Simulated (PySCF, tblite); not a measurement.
**C5H6NO3P: infrared bands and NMR shifts**

Wanted: the infrared bands and NMR shifts of C5H6NO3P (`O=P(O)(O)c1ccccn1`), by calculation.

The runs use tblite 0.8.0 and PySCF 2.14.0, with density-fitted response routines of our own; the level of theory stands in each step. All values are computed, except where a source is named. Atoms are numbered from 0 throughout.

## 1. The starting structure

16 atoms, charge 0, multiplicity 1; geometry from: GFN2-xTB.

Bonds of the start (Å): O0–P1 1.46, P1–O2 1.59, P1–O3 1.62, P1–C4 1.82, C4–C5 1.38, C5–C6 1.39, C6–C7 1.39, C7–C8 1.39, C8–N9 1.32, N9–C4 1.33, O2–H10 0.96, O3–H11 0.96, C5–H12 1.08, C6–H13 1.08, C7–H14 1.08, C8–H15 1.08.

## 2. Infrared spectrum with GFN2-xTB

Job settings and geometry (Å):

```
{"job": {"kind": "ir", "xc": "GFN2-xTB", "basis": "xTB"}, "charge": 0, "multiplicity": 1}
O     -2.451066    -1.450924     1.177763
P     -1.951435    -0.676087     0.045780
O     -2.140925    -1.378179    -1.363927
O     -2.723014     0.738352    -0.117336
C     -0.199457    -0.181856     0.052972
C      0.494497     0.029383     1.231312
C      1.823873     0.411660     1.145856
C      2.390240     0.567176    -0.110291
C      1.602890     0.327208    -1.227359
N      0.335609    -0.041710    -1.152353
H     -1.642599    -0.913214    -2.042498
H     -3.366766     0.815538     0.587097
H     -0.008793    -0.119762     2.173420
H      2.406749     0.584581     2.038779
H      3.421223     0.864472    -0.222652
H      2.001374     0.432305    -2.227973
```

**Question.** This job is followed by: GIAO PBE0/pcSseg-1 NMR shielding, non-relativistic, gas phase. Predict these results of the whole session: strongest single infrared mode (GFN2-xTB); zero-point energy (GFN2-xTB); ¹³C shifts against TMS (PBE0/pcSseg-1); ¹H shifts against TMS (PBE0/pcSseg-1, means over atoms taken as alike); ¹⁷O shifts against H2O (PBE0/pcSseg-1, means over atoms taken as alike); ³¹P shifts against H3PO4 (PBE0/pcSseg-1); ¹⁵N shifts against NH3 (PBE0/pcSseg-1).

The runs gave:

| quantity | value |
| --- | --- |
| strongest single infrared mode (GFN2-xTB) | 918 cm⁻¹, 476 km/mol |
| zero-point energy (GFN2-xTB) | 67.8 kcal/mol |
| ¹³C shifts against TMS (PBE0/pcSseg-1) | 161.0, 154.8, 143.1, 131.2, 130.9 ppm |
| ¹H shifts against TMS (PBE0/pcSseg-1, means over atoms taken as alike) | 8.87, 8.13, 8.09, 7.58, 4.51 ppm |
| ¹⁷O shifts against H2O (PBE0/pcSseg-1, means over atoms taken as alike) | 136.9, 111.1 ppm |
| ³¹P shifts against H3PO4 (PBE0/pcSseg-1) | 4.1 ppm |
| ¹⁵N shifts against NH3 (PBE0/pcSseg-1) | 346.9 ppm |

What this shows: No mode is imaginary among the 42: a minimum at this level. Unscaled tight-binding wavenumbers are off by several per cent, some by more. Its intensities can rank the bands wrongly. At PBE0/pcSseg-1: The widest tensor belongs to N9: span 662 ppm, with a paramagnetic part of -414 ppm. NICS(1)zz of -29 ppm above the planar ring from C4 marks a diatropic (aromatic) ring current.
